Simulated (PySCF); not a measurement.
SGeH2, in a box:

```xyz
4
Lattice="11.0000 0.0000 0.0000 0.0000 12.0000 0.0000 0.0000 0.0000 11.0000" Properties=species:S:1:pos:R:3 pbc="T T T"
S     5.1010    4.7371    5.7919
Ge    4.7026    6.6769    4.7766
H     6.3234    4.9768    6.2914
H     6.1055    7.3049    5.2008
```

Base run:

```yaml
Program: PySCF 2.14.0
Functional: TM
Potentials_or_basis: def2-svp (all-electron)
k_mesh: 1 × 1 × 1
Occupations: fixed
Spin: no spin polarisation
```

Its results: gap between the frontier levels 2.87 eV.

Q: The run is repeated on the same cell with these changes: functional from TM to LDA. What comes out?

A: Gap between the frontier levels 2.62 eV.

TM gives the wider gap, since meta-GGAs in the generalised Kohn-Sham scheme recover part of the derivative discontinuity.

Caveats: this is a molecule in a periodic box at the Γ point, so its band gap is the HOMO-LUMO gap; relativity is left out, which matters for the heavier elements; the basis of atomic orbitals isn't converged, which shifts pressures, moduli and gaps.

A k mesh can miss the band edges.

Not every run made on this cell is shown here.
